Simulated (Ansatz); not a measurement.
# C₁₈H₁₂: basis-set convergence

How large a basis does C₁₈H₁₂ need? Two functionals are run in growing sets.

Computed with Ansatz 0.2.0, Gaussian basis. Level: one geometry, several basis sets.

The runs, in order: PBE0-D4/def2-SVP; ωB97M-V/def2-SVP; PBE0-D4/def2-QZVPP; ωB97M-V/def2-QZVPP; the functionals' def2-TZVPP values are taken from earlier runs.

## 1. Structure used throughout

All runs share one geometry, relaxed beforehand with PBE0-D4 in a triple-zeta def2 set.

SMILES `c1ccc2c(c1)ccc1ccc3ccccc3c12`, 30 atoms, charge 0, spin multiplicity 1.

Atoms are counted from 1 here; the program's logs count them from 0.

Bond lengths: C1–C2 1.400 Å, C1–C6 1.369 Å, C1–H19 1.084 Å, C2–C3 1.372 Å, C2–H20 1.084 Å, C3–C4 1.411 Å, C3–H21 1.080 Å, C4–C5 1.421 Å, C4–C18 1.443 Å, C5–C6 1.407 Å, C5–C7 1.419 Å, C6–H22 1.085 Å, C7–C8 1.353 Å, C7–H23 1.085 Å, C8–C9 1.421 Å, C8–H24 1.085 Å, C9–C10 1.421 Å, C9–C18 1.405 Å and more. Angles: C2–C1–C6 119.2°, C2–C1–H19 120.3°, C6–C1–H19 120.5°, C1–C2–C3 120.6°, C1–C2–H20 119.9°, C3–C2–H20 119.5°, C2–C3–C4 121.7°, C2–C3–H21 118.6°, C4–C3–H21 119.5°, C3–C4–C5 116.9°, C3–C4–C18 123.8°, C5–C4–C18 119.1°, C4–C5–C6 120.0°, C4–C5–C7 119.8°, C6–C5–C7 120.1°, C1–C6–C5 121.2°, C1–C6–H22 120.5°, C5–C6–H22 118.3° and more.

## 2. PBE0-D4 in def2-SVP

Input file in.yaml:

```yaml
crystal:
  periodic: [false, false, false]
  atoms:
    - {symbol: C, position_ang: [-1.202095, 3.813338, 0.848165]}
    - {symbol: C, position_ang: [-0.829856, 2.852231, 1.795342]}
    - {symbol: C, position_ang: [-0.393234, 1.612998, 1.398755]}
    - {symbol: C, position_ang: [-0.303771, 1.258869, 0.035808]}
    - {symbol: C, position_ang: [-0.568113, 2.282533, -0.913728]}
    - {symbol: C, position_ang: [-1.050294, 3.532330, -0.483470]}
    - {symbol: C, position_ang: [-0.270283, 2.067267, -2.284711]}
    - {symbol: C, position_ang: [0.339431, 0.925668, -2.678577]}
    - {symbol: C, position_ang: [0.569943, -0.136851, -1.763600]}
    - {symbol: C, position_ang: [1.241840, -1.305247, -2.213784]}
    - {symbol: C, position_ang: [1.456133, -2.351816, -1.383783]}
    - {symbol: C, position_ang: [0.890060, -2.359751, -0.082190]}
    - {symbol: C, position_ang: [0.974835, -3.514010, 0.717879]}
    - {symbol: C, position_ang: [0.310145, -3.599106, 1.912115]}
    - {symbol: C, position_ang: [-0.500330, -2.533052, 2.319665]}
    - {symbol: C, position_ang: [-0.568230, -1.382476, 1.574549]}
    - {symbol: C, position_ang: [0.168684, -1.226563, 0.381355]}
    - {symbol: C, position_ang: [0.138841, -0.033391, -0.429974]}
    - {symbol: H, position_ang: [-1.564019, 4.783604, 1.167546]}
    - {symbol: H, position_ang: [-0.867136, 3.092141, 2.851815]}
    - {symbol: H, position_ang: [-0.055171, 0.917533, 2.152602]}
    - {symbol: H, position_ang: [-1.270690, 4.284920, -1.233233]}
    - {symbol: H, position_ang: [-0.483858, 2.859027, -2.994531]}
    - {symbol: H, position_ang: [0.641852, 0.786975, -3.711017]}
    - {symbol: H, position_ang: [1.603640, -1.325973, -3.236181]}
    - {symbol: H, position_ang: [2.007136, -3.224452, -1.717317]}
    - {symbol: H, position_ang: [1.556495, -4.353124, 0.350909]}
    - {symbol: H, position_ang: [0.374432, -4.497798, 2.514300]}
    - {symbol: H, position_ang: [-1.095944, -2.621148, 3.221089]}
    - {symbol: H, position_ang: [-1.250423, -0.604676, 1.884220]}
basis:
  gaussian: {orbitals: def2-SVP}
hamiltonian: {xc: pbe0, dispersion: d4}
output: {orbitals: {seedname: orbitals}}
```

On the command line:

```
> ansatz run in.yaml --threads 10 --pin off --events-out ev --progress --plain --max-ram 110592MiB --backend cuda --devices 0, --max-vram 75GiB
```

After this run come: ωB97M-V in def2-SVP; PBE0-D4 in def2-QZVPP; ωB97M-V in def2-QZVPP.

**Question.** What will the summary of the whole plan be? Wanted: PBE0-D4: double and triple zeta above quadruple; ωB97M-V: double and triple zeta above quadruple.

The runs gave:

| quantity | value |
| --- | --- |
| PBE0-D4: double and triple zeta above quadruple | 20.55, 0.93 eV |
| ωB97M-V: double and triple zeta above quadruple | 21.23, 0.85 eV |

**Reading.** For PBE0-D4 the step from double to triple zeta gains 19.61 eV and the next only 0.93 eV. Total energies overstate the basis error of differences, where much of it tends to cancel.
